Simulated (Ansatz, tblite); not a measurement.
**Sn29H36 other disc (AlSn₂₈H₃₆): removing and adding an electron**

Aim: the energy of removing and adding an electron for Sn29H36 other disc (AlSn₂₈H₃₆), by energy differences, and how well orbital energies stand in for it.

Program: Ansatz 0.2.0, Gaussian basis. Level of theory: as each input shows. These are calculated values, not measurements.

Levels to be run: charge +1 singlet, at the geometry of the doublet (PBE0-D4/def2-SVP, PBE-D4/def2-SVP, B3LYP-D4/def2-SVP); charge -1 singlet, at the geometry of the doublet (PBE0-D4/def2-SVP, PBE-D4/def2-SVP, B3LYP-D4/def2-SVP); the starting doublet's energies come from earlier runs.

1 further run of the same task is left out (set aside as unsound or not needed). Runs told in other sessions of the task aren't counted.

## Step 1: The geometry

The doublet was relaxed beforehand with PBE-D4/def2-SVP.

65 atoms, charge 0, spin multiplicity 2.

Atoms are counted from 1 here; the program's logs count them from 0.

Bond lengths: Sn1–Sn13 2.824 Å, Sn1–Sn17 2.825 Å, Sn1–Sn18 2.818 Å, Sn1–H30 1.745 Å, Sn2–Sn14 2.825 Å, Sn2–Sn17 2.825 Å, Sn2–Sn19 2.818 Å, Sn2–H31 1.746 Å, Sn3–Sn15 2.826 Å, Sn3–Sn16 2.827 Å, Sn3–Sn17 2.825 Å, Sn3–Sn20 2.830 Å, Sn4–Sn13 2.824 Å, Sn4–Sn15 2.819 Å, Sn4–Sn22 2.826 Å, Sn4–H32 1.745 Å, Sn5–Sn18 2.827 Å, Sn5–Sn20 2.829 Å and more. Angles: Sn13–Sn1–Sn17 110.9°, Sn13–Sn1–Sn18 106.6°, Sn13–Sn1–H30 109.3°, Sn17–Sn1–Sn18 110.7°, Sn17–Sn1–H30 109.7°, Sn18–Sn1–H30 109.6°, Sn14–Sn2–Sn17 111.1°, Sn14–Sn2–Sn19 106.8°, Sn14–Sn2–H31 109.5°, Sn17–Sn2–Sn19 110.2°, Sn17–Sn2–H31 108.9°, Sn19–Sn2–H31 110.3°, Sn15–Sn3–Sn16 110.7°, Sn15–Sn3–Sn17 109.6°, Sn15–Sn3–Sn20 110.2°, Sn16–Sn3–Sn17 108.2°, Sn16–Sn3–Sn20 110.3°, Sn17–Sn3–Sn20 107.8° and more.

Sn takes a core potential in the def2 sets. No spin-orbit coupling is included.

## Step 2: Charge +1 singlet at the fixed geometry, PBE0-D4/def2-SVP

in.yaml reads:

```yaml
crystal:
  periodic: [false, false, false]
  atoms:
    - {symbol: Sn, position_ang: [-4.942604, -1.608425, 1.633369]}
    - {symbol: Sn, position_ang: [-1.630571, -4.962128, 1.620374]}
    - {symbol: Sn, position_ang: [-1.712094, -1.723668, -1.643298]}
    - {symbol: Sn, position_ang: [-4.868338, 1.666587, -1.638505]}
    - {symbol: Sn, position_ang: [-1.600990, 1.583806, 1.607152]}
    - {symbol: Sn, position_ang: [-1.495767, 4.924077, -1.586418]}
    - {symbol: Sn, position_ang: [1.662219, -4.891297, -1.640220]}
    - {symbol: Sn, position_ang: [1.639333, -1.635495, 1.675885]}
    - {symbol: Sn, position_ang: [4.908457, -1.471774, -1.518319]}
    - {symbol: Sn, position_ang: [1.550542, 1.448749, -1.767969]}
    - {symbol: Sn, position_ang: [1.829297, 4.676873, 1.635107]}
    - {symbol: Al, position_ang: [4.671100, 1.832131, 1.962380]}
    - {symbol: Sn, position_ang: [-6.522473, 0.060655, -0.007317]}
    - {symbol: Sn, position_ang: [0.035633, -6.542586, -0.023970]}
    - {symbol: Sn, position_ang: [-3.370402, -0.094749, -3.251298]}
    - {symbol: Sn, position_ang: [-0.157433, -3.456593, -3.247023]}
    - {symbol: Sn, position_ang: [-3.310605, -3.302581, 0.069296]}
    - {symbol: Sn, position_ang: [-3.367408, 0.093089, 3.235305]}
    - {symbol: Sn, position_ang: [0.068490, -3.394643, 3.232638]}
    - {symbol: Sn, position_ang: [-0.036526, -0.117570, -0.023663]}
    - {symbol: Sn, position_ang: [0.114594, 3.358680, -3.286515]}
    - {symbol: Sn, position_ang: [-3.172113, 3.260476, -0.036542]}
    - {symbol: Sn, position_ang: [0.009023, 3.238031, 3.236243]}
    - {symbol: Sn, position_ang: [0.287898, 6.424966, 0.007216]}
    - {symbol: Sn, position_ang: [3.306265, -0.083208, -3.368493]}
    - {symbol: Sn, position_ang: [3.255634, -3.208031, -0.022497]}
    - {symbol: Sn, position_ang: [3.344442, -0.057707, 3.296399]}
    - {symbol: Sn, position_ang: [6.156167, 0.565961, 0.005422]}
    - {symbol: Sn, position_ang: [3.289915, 2.964909, -0.134959]}
    - {symbol: H, position_ang: [-5.985223, -2.569236, 2.651205]}
    - {symbol: H, position_ang: [-2.621751, -5.999901, 2.614297]}
    - {symbol: H, position_ang: [-5.856631, 2.699047, -2.640289]}
    - {symbol: H, position_ang: [-2.448144, 6.038077, -2.534905]}
    - {symbol: H, position_ang: [2.668590, -5.891351, -2.657475]}
    - {symbol: H, position_ang: [6.163198, -2.351300, -2.355697]}
    - {symbol: H, position_ang: [2.944096, 5.595031, 2.612416]}
    - {symbol: H, position_ang: [5.426249, 3.005159, 2.765028]}
    - {symbol: H, position_ang: [-7.564040, -0.894910, -1.020163]}
    - {symbol: H, position_ang: [-7.544283, 1.057720, 0.984879]}
    - {symbol: H, position_ang: [-0.922246, -7.581387, -1.038035]}
    - {symbol: H, position_ang: [1.008732, -7.571826, 0.984724]}
    - {symbol: H, position_ang: [-4.467179, -1.119654, -4.131475]}
    - {symbol: H, position_ang: [-2.420661, 0.765659, -4.425062]}
    - {symbol: H, position_ang: [-1.238476, -4.586075, -4.011463]}
    - {symbol: H, position_ang: [0.629651, -2.568094, -4.514670]}
    - {symbol: H, position_ang: [-4.352932, -4.303110, -0.911554]}
    - {symbol: H, position_ang: [-2.479267, -0.790487, 4.437607]}
    - {symbol: H, position_ang: [-4.397750, 1.218164, 4.072269]}
    - {symbol: H, position_ang: [-0.837172, -2.511379, 4.423945]}
    - {symbol: H, position_ang: [1.147875, -4.454223, 4.093517]}
    - {symbol: H, position_ang: [-0.829899, 2.552647, -4.501482]}
    - {symbol: H, position_ang: [1.271007, 4.367227, -4.106205]}
    - {symbol: H, position_ang: [-4.162039, 4.285921, 0.972901]}
    - {symbol: H, position_ang: [-1.021876, 4.401085, 4.018876]}
    - {symbol: H, position_ang: [0.811554, 2.335843, 4.480953]}
    - {symbol: H, position_ang: [-0.556815, 7.523921, 1.061109]}
    - {symbol: H, position_ang: [1.339086, 7.377108, -0.997974]}
    - {symbol: H, position_ang: [2.427730, -1.104354, -4.464431]}
    - {symbol: H, position_ang: [4.252543, 1.023091, -4.319974]}
    - {symbol: H, position_ang: [4.288190, -4.233647, 0.943010]}
    - {symbol: H, position_ang: [4.419630, -1.273616, 3.928218]}
    - {symbol: H, position_ang: [2.382463, 0.439840, 4.655969]}
    - {symbol: H, position_ang: [7.482089, -0.126506, 0.919790]}
    - {symbol: H, position_ang: [6.892242, 1.653415, -1.140538]}
    - {symbol: H, position_ang: [4.262975, 4.030868, -1.118003]}
basis:
  gaussian: {orbitals: def2-SVP, fitting: {mean_field: def2-universal-jkfit}}
total_charge: 1
hamiltonian: {xc: pbe0, dispersion: d4}
scf: {omitted_lower_state_checks: [starts]}
output: {orbitals: {seedname: orbitals}}
```

Started as:

```console
$ ansatz run in.yaml --threads 11 --pin off --events-out ev --progress --plain --max-ram 174080MiB --backend cuda --devices 0, --max-vram 75GiB
```

The log of the run:

```text
Functional definition: PBE0
  name "PBE0"
  cite "Adamo & Barone, J. Chem. Phys. 110, 6158 (1999) doi:10.1063/1.478522"
  cite "Perdew, Burke & Ernzerhof, Phys. Rev. Lett. 77, 3865 (1996) doi:10.1103/PhysRevLett.77.3865"
  parent pbe
  parameter a = 0.25
  parameter kappa = 0.804
  parameter beta = 0.06672455060314922
  exchange = (1 - a)*pbe_x(kappa = kappa, mu = beta*pi^2/3) + a*exact_x
  correlation = pbe_c(beta = beta)
these checks for a lower state are left out or cut short: starts
6880 factors; integrals over basis functions are off by at most 3.3e-1 eV
mean field evaluation 1: about -170470.1801 eV, gradient 3.0e1 eV
mean field evaluation 2: about -170452.3947 eV, gradient 6.1e1 eV
mean field evaluation 4: about -170472.9182 eV, gradient 8.9e0 eV
mean field evaluation 8: about -170473.3584 eV, gradient 1.1e0 eV
mean field evaluation 16: about -170473.3407 eV, gradient 1.1e-2 eV
mean field -170473.34072459 eV, -6264.7797206481 hartree, gradient 1.7e-5 eV, S^2 0.000000; 0 other end points of the search recorded, 0 dependent functions left out
reference -170473.34084553 eV, -6264.7797250926 hartree; 332, 332 occupied and 594, 594 virtual orbitals, 6880 factors
Total energy: -170478.40748678 eV, -6264.9659207244 hartree
Checks for a lower state left out: starts
```

Wall time 15 s (1 × H100 with 11 threads of AMD EPYC 7R13, shared host); peak host memory 1.7 GiB.

HOMO -8.56 eV, LUMO -7.70 eV.

## Step 3: Charge +1 singlet at the fixed geometry, PBE-D4/def2-SVP

start.molden holds the orbitals of an earlier run on this state, given as this run's starting guess.

in.yaml: that of step 2 with these lines changed.

```diff
@@ -69,5 +69,5 @@
 basis:
-  gaussian: {orbitals: def2-SVP, fitting: {mean_field: def2-universal-jkfit}}
+  gaussian: {orbitals: def2-SVP, fitting: {mean_field: def2-universal-jkfit}, initial_orbitals: start.molden}
 total_charge: 1
-hamiltonian: {xc: pbe0, dispersion: d4}
+hamiltonian: {xc: pbe, dispersion: d4}
 scf: {omitted_lower_state_checks: [starts]}
```

Same command.

The log of the run:

```text
Functional definition: PBE
  name "PBE"
  cite "Perdew, Burke & Ernzerhof, Phys. Rev. Lett. 77, 3865 (1996) doi:10.1103/PhysRevLett.77.3865"
  parent pbe
  parameter kappa = 0.804
  parameter beta = 0.06672455060314922
  exchange = pbe_x(kappa = kappa, mu = beta*pi^2/3)
  correlation = pbe_c(beta = beta)
these checks for a lower state are left out or cut short: starts
6880 factors; integrals over basis functions are off by at most 3.3e-1 eV
mean field evaluation 1: about -170462.7398 eV, gradient 1.5e1 eV
mean field evaluation 2: about -170463.7333 eV, gradient 8.4e-1 eV
mean field evaluation 4: about -170463.7200 eV, gradient 7.1e-1 eV
mean field evaluation 8: about -170463.7247 eV, gradient 2.6e-4 eV
mean field evaluation 16: about -170463.7247 eV, gradient 2.1e-5 eV
mean field -170463.72470594 eV, -6264.4263384807 hartree, gradient 3.9e-6 eV, S^2 0.000000; 0 other end points of the search recorded, 0 dependent functions left out
reference -170463.72486779 eV, -6264.4263444288 hartree; 332, 332 occupied and 594, 594 virtual orbitals, 6880 factors
Total energy: -170469.13098688 eV, -6264.6250156407 hartree
Checks for a lower state left out: starts
```

Run time: 11 s. Hardware: 1 × H100 with 11 threads of AMD EPYC 7R13, shared host; peak host memory 1.7 GiB.

From the report: HOMO -7.83 eV, LUMO -7.77 eV.

## Step 4: Charge +1 singlet at the fixed geometry, B3LYP-D4/def2-SVP

in.yaml: that of step 3 with these lines changed.

```diff
@@ -71,3 +71,3 @@
 total_charge: 1
-hamiltonian: {xc: pbe, dispersion: d4}
+hamiltonian: {xc: {name: B3LYP}, dispersion: d4}
 scf: {omitted_lower_state_checks: [starts]}
```

Same command.

The log of the run, shortened:

```text
Functional definition: B3LYP
  name "B3LYP"
  cite "Stephens, Devlin, Chabalowski & Frisch, J. Phys. Chem. 98, 11623 (1994) doi:10.1021/j100096a001"
  cite "Becke, Phys. Rev. A 38, 3098 (1988) doi:10.1103/PhysRevA.38.3098"
  cite "Lee, Yang & Parr, Phys. Rev. B 37, 785 (1988) doi:10.1103/PhysRevB.37.785"
  cite "Vosko, Wilk & Nusair, Can. J. Phys. 58, 1200 (1980) doi:10.1139/p80-159"
[...]
6880 factors; integrals over basis functions are off by at most 3.3e-1 eV
[...]
mean field -170525.00104830 eV, -6266.6782025281 hartree, gradient 2.2e-5 eV, S^2 0.000000; 0 other end points of the search recorded, 0 dependent functions left out
reference -170525.00203446 eV, -6266.6782387687 hartree; 332, 332 occupied and 594, 594 virtual orbitals, 6880 factors
Total energy: -170533.85580163 eV, -6267.0036087108 hartree
Checks for a lower state left out: starts
```

Wall time 16 s (1 × H100 with 11 threads of AMD EPYC 7R13, shared host); peak host memory 1.7 GiB.

Report: HOMO -8.38 eV, LUMO -7.71 eV.

## Step 5: Vertical ionisation energy

Charged state less starting state, doublet to singlet; the starting state's energies are those of its earlier runs.

| level | vertical ionisation energy (eV) | time |
| --- | --- | --- |
| PBE-D4/def2-SVP | +6.63 | 21 s |
| B3LYP-D4/def2-SVP | +6.93 | 36 s |
| PBE0-D4/def2-SVP | +6.99 | 48 s |

Times add the two runs; a level without a time comes out of a correlated run.

Beside −ε(HOMO) of the starting state (over both spins):

| level | −ε(HOMO) (eV) | by difference (eV) | mismatch (eV) |
| --- | --- | --- | --- |
| PBE-D4/def2-SVP | 5.27 | 6.63 | -1.35 |
| B3LYP-D4/def2-SVP | 5.91 | 6.93 | -1.02 |
| PBE0-D4/def2-SVP | 6.13 | 6.99 | -0.86 |

## Step 6: Charge -1 singlet at the fixed geometry, PBE0-D4/def2-SVP

in.yaml: that of step 4 with these lines changed.

```diff
@@ -69,5 +69,5 @@
 basis:
-  gaussian: {orbitals: def2-SVP, fitting: {mean_field: def2-universal-jkfit}, initial_orbitals: start.molden}
-total_charge: 1
-hamiltonian: {xc: {name: B3LYP}, dispersion: d4}
+  gaussian: {orbitals: def2-SVP, fitting: {mean_field: def2-universal-jkfit}}
+total_charge: -1
+hamiltonian: {xc: pbe0, dispersion: d4}
 scf: {omitted_lower_state_checks: [starts]}
```

Same command.

The log of the run, shortened:

```text
Functional definition: PBE0
  name "PBE0"
  cite "Adamo & Barone, J. Chem. Phys. 110, 6158 (1999) doi:10.1063/1.478522"
  cite "Perdew, Burke & Ernzerhof, Phys. Rev. Lett. 77, 3865 (1996) doi:10.1103/PhysRevLett.77.3865"
  parent pbe
[...]
6880 factors; integrals over basis functions are off by at most 3.3e-1 eV
[...]
mean field -170483.95891877 eV, -6265.1699320871 hartree, gradient 3.7e-5 eV, S^2 0.000000; 0 other end points of the search recorded, 0 dependent functions left out
reference -170483.95903662 eV, -6265.1699364181 hartree; 333, 333 occupied and 593, 593 virtual orbitals, 6880 factors
Total energy: -170489.14600402 eV, -6265.3605539540 hartree
Checks for a lower state left out: starts
```

It took 14 s on 1 × H100 with 11 threads of AMD EPYC 7R13, shared host; peak host memory 1.7 GiB.

From the report: HOMO -2.87 eV, LUMO -0.32 eV.

## Step 7: Charge -1 singlet at the fixed geometry, PBE-D4/def2-SVP

in.yaml: that of step 6 with these lines changed.

```diff
@@ -69,5 +69,5 @@
 basis:
-  gaussian: {orbitals: def2-SVP, fitting: {mean_field: def2-universal-jkfit}}
+  gaussian: {orbitals: def2-SVP, fitting: {mean_field: def2-universal-jkfit}, initial_orbitals: start.molden}
 total_charge: -1
-hamiltonian: {xc: pbe0, dispersion: d4}
+hamiltonian: {xc: pbe, dispersion: d4}
 scf: {omitted_lower_state_checks: [starts]}
```

The command is unchanged.

The log of the run:

```text
Functional definition: PBE
  name "PBE"
  cite "Perdew, Burke & Ernzerhof, Phys. Rev. Lett. 77, 3865 (1996) doi:10.1103/PhysRevLett.77.3865"
  parent pbe
  parameter kappa = 0.804
  parameter beta = 0.06672455060314922
  exchange = pbe_x(kappa = kappa, mu = beta*pi^2/3)
  correlation = pbe_c(beta = beta)
these checks for a lower state are left out or cut short: starts
6880 factors; integrals over basis functions are off by at most 3.3e-1 eV
mean field evaluation 1: about -170472.8934 eV, gradient 1.5e1 eV
mean field evaluation 2: about -170473.8610 eV, gradient 8.4e-1 eV
mean field evaluation 4: about -170473.8372 eV, gradient 1.1e-1 eV
mean field evaluation 8: about -170473.8373 eV, gradient 1.0e-5 eV
mean field -170473.83728586 eV, -6264.7979689381 hartree, gradient 1.0e-5 eV, S^2 0.000000; 0 other end points of the search recorded, 0 dependent functions left out
reference -170473.83744354 eV, -6264.7979747330 hartree; 333, 333 occupied and 593, 593 virtual orbitals, 6880 factors
Total energy: -170479.37387836 eV, -6265.0014349597 hartree
Checks for a lower state left out: starts
```

It took 8 s on 1 × H100 with 11 threads of AMD EPYC 7R13, shared host; peak host memory 1.7 GiB.

Report: HOMO -2.18 eV, LUMO -0.99 eV.

## Step 8: Charge -1 singlet at the fixed geometry, B3LYP-D4/def2-SVP

in.yaml: that of step 7 with these lines changed.

```diff
@@ -71,3 +71,3 @@
 total_charge: -1
-hamiltonian: {xc: pbe, dispersion: d4}
+hamiltonian: {xc: {name: B3LYP}, dispersion: d4}
 scf: {omitted_lower_state_checks: [starts]}
```

The command is unchanged.

The log of the run, shortened:

```text
Functional definition: B3LYP
  name "B3LYP"
  cite "Stephens, Devlin, Chabalowski & Frisch, J. Phys. Chem. 98, 11623 (1994) doi:10.1021/j100096a001"
  cite "Becke, Phys. Rev. A 38, 3098 (1988) doi:10.1103/PhysRevA.38.3098"
  cite "Lee, Yang & Parr, Phys. Rev. B 37, 785 (1988) doi:10.1103/PhysRevB.37.785"
  cite "Vosko, Wilk & Nusair, Can. J. Phys. 58, 1200 (1980) doi:10.1139/p80-159"
[...]
6880 factors; integrals over basis functions are off by at most 3.3e-1 eV
[...]
mean field -170535.50348984 eV, -6267.0641601356 hartree, gradient 1.5e-5 eV, S^2 0.000000; 0 other end points of the search recorded, 0 dependent functions left out
reference -170535.50445718 eV, -6267.0641956849 hartree; 333, 333 occupied and 593, 593 virtual orbitals, 6880 factors
Total energy: -170544.55974580 eV, -6267.3969714036 hartree
Checks for a lower state left out: starts
```

It took 13 s on 1 × H100 with 11 threads of AMD EPYC 7R13, shared host; peak host memory 1.7 GiB.

From the report: HOMO -2.73 eV, LUMO -0.59 eV.

## Step 9: Vertical electron affinity

Starting state less charged state (positive: the electron is bound), doublet to singlet; the starting state's energies are those of its earlier runs.

| level | vertical electron affinity (eV) | time |
| --- | --- | --- |
| PBE-D4/def2-SVP | +3.62 | 19 s |
| B3LYP-D4/def2-SVP | +3.78 | 34 s |
| PBE0-D4/def2-SVP | +3.75 | 46 s |

Times add the two runs; a level without a time comes out of a correlated run.

Beside −ε(LUMO) of the starting state (over both spins):

| level | −ε(LUMO) (eV) | by difference (eV) | mismatch (eV) |
| --- | --- | --- | --- |
| PBE-D4/def2-SVP | 4.91 | 3.62 | +1.30 |
| B3LYP-D4/def2-SVP | 4.61 | 3.78 | +0.84 |
| PBE0-D4/def2-SVP | 4.49 | 3.75 | +0.74 |

## Step 10: What came out

```
                                           quantity                                value
vertical ionisation energy, functionals in def2-SVP   6.63 (PBE-D4) to 6.99 eV (PBE0-D4)
vertical electron affinity, functionals in def2-SVP  3.62 (PBE-D4) to 3.78 eV (B3LYP-D4)
```

What this shows: The vertical ionisation energy spans 6.63 to 6.99 eV over the functionals. −ε(HOMO) misses the level's own difference by -0.86 eV at best (PBE0-D4) and -1.35 eV at worst (PBE-D4). The vertical electron affinity spans 3.62 to 3.78 eV over the functionals. −ε(LUMO) misses the level's own difference by +0.74 eV at best (PBE0-D4) and +1.30 eV at worst (PBE-D4). The charged states' spins were chosen beforehand and needn't be their lowest.
